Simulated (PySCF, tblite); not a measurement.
**C₄H₉BS₂: geometry, infrared bands and NMR shifts**

Wanted: the infrared bands and NMR shifts of C₄H₉BS₂ (`CCB1SCCS1`), by calculation.

The runs use tblite 0.8.0 and PySCF 2.14.0, with density-fitted response routines of our own; the level of theory stands in each step. All values are computed, except where a source is named. Atoms are numbered from 0 throughout.

### Step 1. Starting geometry

16 atoms, charge 0, multiplicity 1; geometry from: force field or distance geometry start.

Bonds of the start (Å): C0–C1 1.52, C1–B2 1.58, B2–S3 1.89, S3–C4 1.78, C4–C5 1.50, C5–S6 1.81, S6–B2 1.91, C0–H7 1.10, C0–H8 1.12, C0–H9 1.10, C1–H10 1.10, C1–H11 1.13, C4–H12 1.11, C4–H13 1.11, C5–H14 1.12, C5–H15 1.12.

### Step 2. Relaxing the molecule with GFN2-xTB

The job: settings as JSON, then the geometry in Å.

```
{"job": {"kind": "relax", "xc": "GFN2-xTB", "basis": "xTB"}, "charge": 0, "multiplicity": 1}
C      2.877500    -0.082000     0.416400
C      1.622200    -0.794500    -0.057000
B      0.383700     0.011700     0.512000
S     -1.067000    -0.709400     1.488000
C     -2.439400    -0.272500     0.437200
C     -2.237600     1.113900    -0.090700
S     -0.502200     1.335600    -0.536500
H      3.018700    -0.340400     1.479400
H      2.664000     1.016600     0.387900
H      3.769400    -0.346400    -0.163400
H      1.574600    -0.857400    -1.155600
H      1.645900    -1.810200     0.434000
H     -2.437400    -0.971500    -0.427200
H     -3.429500    -0.413400     0.911500
H     -2.838700     1.249000    -1.020800
H     -2.611900     1.879700     0.640800
```

The run is started by

```sh
OMP_NUM_THREADS=1 python probes_run.py task.json out
```

The driver reads the jobs from task.json and runs them one after another.

**Question.** This job is followed by: GFN2-xTB harmonic vibrations, gas phase; GIAO PBE0/pcSseg-1 NMR shielding, non-relativistic, gas phase. Predict these results of the whole session: strongest single infrared mode (GFN2-xTB); zero-point energy (GFN2-xTB); 13C shifts against TMS (PBE0/pcSseg-1, means over atoms taken as alike); 1H shifts against TMS (PBE0/pcSseg-1, means over atoms taken as alike); 11B shifts against BF3·OEt2 (PBE0/pcSseg-1); 33S shifts against CS2 (PBE0/pcSseg-1, means over atoms taken as alike).

As calculated:

| quantity | value |
| --- | --- |
| strongest single infrared mode (GFN2-xTB) | 862 cm⁻¹, 91 km/mol |
| zero-point energy (GFN2-xTB) | 79.5 kcal/mol |
| 13C shifts against TMS (PBE0/pcSseg-1, means over atoms taken as alike) | 44.0, 15.8, 14.1 ppm |
| 1H shifts against TMS (PBE0/pcSseg-1, means over atoms taken as alike) | 3.21, 1.52, 1.15 ppm |
| 11B shifts against BF3·OEt2 (PBE0/pcSseg-1) | 68.4 ppm |
| 33S shifts against CS2 (PBE0/pcSseg-1, means over atoms taken as alike) | 75 ppm |

In words: Over 74 steps the energy fell by 1.069 eV; of the close pairs, B2–S6 changed most, 1.907 to 1.793 Å. The lowest mode is slightly imaginary (20i cm⁻¹), a soft motion within the noise of the Hessian, so the minimum is not strictly shown. The strongest single mode, at 862 cm⁻¹, has its largest shares on B2, H8, H11 and H7 (the list is cut at 4 atoms). GFN2-xTB is a fitted tight-binding method: band positions and strengths are rough. Its intensities can rank the bands wrongly. At PBE0/pcSseg-1: The widest tensor belongs to S3, S6: span 243 ppm, with a paramagnetic part of -630 ppm.
